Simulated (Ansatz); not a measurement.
# CH8O4Si2: up Jacob's ladder to CCSD(T)

One table from this session's results is given with a row withheld; the runs are named, their logs left out.

Computed with Ansatz 0.2.0, Gaussian basis. Level: functionals in def2-TZVPP, the program's frozen cores in correlated methods.

The runs, in order: PBE-D4, r2SCAN-D4, PBE0-D4, B3LYP-D4, ωB97X-V, ωB97M-V, B2PLYP; CCSD(T)/def2-TZVPP; MP2/def2-QZVPP; extrapolation to the limit.

## The relaxed structure

An earlier PBE0-D4 in a triple-zeta def2 set relaxation fixed the geometry.

SMILES `O[SiH2]C[Si](O)(O)O`, 15 atoms, charge 0, spin multiplicity 1.

Atoms are counted from 1 here; the program's logs count them from 0.

Bond lengths: O1–Si2 1.641 Å, O1–H8 0.966 Å, Si2–C3 1.872 Å, Si2–H9 1.483 Å, Si2–H10 1.498 Å, C3–Si4 1.846 Å, C3–H11 1.095 Å, C3–H12 1.095 Å, Si4–O5 1.634 Å, Si4–O6 1.641 Å, Si4–O7 1.650 Å, O5–H13 0.958 Å, O6–H14 0.959 Å, O7–H15 0.959 Å. Angles: Si2–O1–H8 113.2°, O1–Si2–C3 110.4°, O1–Si2–H9 107.3°, O1–Si2–H10 111.5°, C3–Si2–H9 112.4°, C3–Si2–H10 107.1°, H9–Si2–H10 108.1°, Si2–C3–Si4 112.4°, Si2–C3–H11 109.5°, Si2–C3–H12 108.7°, Si4–C3–H11 109.2°, Si4–C3–H12 109.3°, H11–C3–H12 107.7°, C3–Si4–O5 116.4°, C3–Si4–O6 111.5°, C3–Si4–O7 104.0°, O5–Si4–O6 104.9°, O5–Si4–O7 107.3° and more.

The first run:

The input, in.yaml:

```yaml
crystal:
  periodic: [false, false, false]
  atoms:
    - {symbol: O, position_ang: [-0.610102, 2.023190, 1.400694]}
    - {symbol: Si, position_ang: [-1.380450, 1.368097, 0.108285]}
    - {symbol: C, position_ang: [-1.040275, -0.470125, 0.008253]}
    - {symbol: Si, position_ang: [0.759495, -0.844052, -0.162689]}
    - {symbol: O, position_ang: [1.200278, -2.403651, 0.045579]}
    - {symbol: O, position_ang: [1.318289, -0.441942, -1.652636]}
    - {symbol: O, position_ang: [1.465144, 0.029552, 1.045625]}
    - {symbol: H, position_ang: [0.245198, 1.612843, 1.581748]}
    - {symbol: H, position_ang: [-2.825105, 1.668300, 0.257008]}
    - {symbol: H, position_ang: [-0.908274, 1.974903, -1.177237]}
    - {symbol: H, position_ang: [-1.578449, -0.895100, -0.845960]}
    - {symbol: H, position_ang: [-1.425404, -0.947697, 0.915419]}
    - {symbol: H, position_ang: [1.354371, -2.914498, -0.750413]}
    - {symbol: H, position_ang: [1.041093, 0.400578, -2.017195]}
    - {symbol: H, position_ang: [2.384201, -0.160389, 1.243508]}
basis:
  gaussian: {orbitals: def2-TZVPP}
hamiltonian: {xc: pbe, dispersion: d4}
output: {forces: true, orbitals: {seedname: orbitals}}
```

On the command line:

```bash
$ ansatz run in.yaml --threads 2 --pin off --events-out ev --progress --plain --max-ram 32768MiB --backend cuda --devices 0, --max-vram 18GiB
```

Steps of the session up to this table: PBE-D4 (GGA); r2SCAN-D4 (meta-GGA); PBE0-D4 (hybrid); B3LYP-D4 (hybrid); ωB97X-V (range-separated); ωB97M-V (range-separated); B2PLYP (double hybrid); CCSD(T) in def2-TZVPP; MP2 in def2-QZVPP.

One table of the session follows, with a row left open; its other results are not shown here.

It belongs to the step «Atomisation energies». 

| method | atomisation energy (kJ/mol) |
| --- | --- |
| PBE-D4 | 5960.0 |
| r2SCAN-D4 | 5917.9 |
| PBE0-D4 | 5847.0 |
| B3LYP-D4 | 5877.0 |
| ωB97X-V | ? |
| ωB97M-V | 5932.5 |
| B2PLYP | 5834.6 |
| HF/def2-TZVPP | 4245.2 |
| MP2/def2-TZVPP | 5906.5 |
| CCSD/def2-TZVPP | 5680.2 |
| CCSD(T)/def2-TZVPP | 5766.4 |
| MP2/CBS | 6085.8 |
| CCSD(T)/CBS | 5945.7 |

Estimate the missing values for ωB97X-V.

The run gave: atomisation energy (kJ/mol): 5922.4. In the column «atomisation energy (kJ/mol)» it lies between r2SCAN-D4 (5917.9) and ωB97M-V (5932.5).
